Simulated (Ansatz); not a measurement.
# H4Se2Si: the cost of one run

Program: the Python package of Ansatz 0.2.0. Level of theory: MP2/def2-TZVP. These are calculated values, not measurements.

## (1) The system

Bond lengths: Se1–Si2 2.254 Å, Si2–Se3 2.263 Å, Se1–H4 1.538 Å, Si2–H5 1.478 Å, Si2–H6 1.478 Å, Se3–H7 1.542 Å. Angles: Se1–Si2–Se3 107.6°, Se1–Si2–H5 111.0°, Se1–Si2–H6 109.8°, Se3–Si2–H5 108.6°, Se3–Si2–H6 110.4°, H5–Si2–H6 109.4°, Si2–Se1–H4 88.6°, Si2–Se3–H7 91.5°.

No structure file is read: the coordinates are typed or built in the script.

## (2) The script

h4se2si.py reads:

```python
# -*- coding: utf-8 -*-
'''Single point of H4Se2Si.'''

import logging
import sys

import ansatz

logging.basicConfig(stream=sys.stdout, format='%(levelname)s:%(name)s:%(message)s')
logger = logging.getLogger('calc')
logger.setLevel(logging.INFO)

BASIS_SET = 'def2-TZVP'
METHOD = 'mp2'

GEOMETRY = '''
Se   -1.85500   -0.36860    0.40180
Si    0.13160    0.65990    0.12450
Se    1.60010   -0.88200   -0.64070
H    -1.85060   -0.69740   -1.10100
H     0.02940    1.74920   -0.86930
H     0.59130    1.21510    1.41480
H     1.41440   -1.74430    0.62420
'''

molecule = ansatz.Crystal.molecule()
for line in GEOMETRY.strip().splitlines():
    symbol, *xyz = line.split()
    molecule = molecule.atom(symbol, [float(v) for v in xyz])

job = (
    molecule.calculation()
    .basis(gaussian=BASIS_SET)
    .correlation(METHOD)
)
data = job.session().plan(threads=1).execute().report

logger.info(f'E = {data["free_energy_ev"]:.6f} eV = {data["free_energy_ev"] / 27.211386246:.7f} Ha')
print('converged:', data['converged'], ' doubts:', data['published_state_doubts'] or 'none')

print('correlation energy', round(data['free_energy_ev'] - data['reference_energy_ev'], 5), 'eV')
cluster = data['correlation'].get('coupled_cluster')
if cluster:
    print('cycles', cluster['cycles'], ' T1 diagnostic', round(cluster['t1_diagnostic'], 4), ' largest double', round(cluster['largest_double'], 4))

state = data['mean_field']['state']
logger.info(f'mean field: {state["energy"]["hartree"]:.7f} Ha, <S^2> = {abs(state["spin_squared"]):.4f}, stability: {state.get("stability", {}).get("kind")}')
```

## (3) Running it

Started as:

```console
> python h4se2si.py
```

Q: Estimate wall time and peak memory on 1 thread of Arm Neoverse V2, shared host.

About 5 s, with a peak of 0.38 GiB.
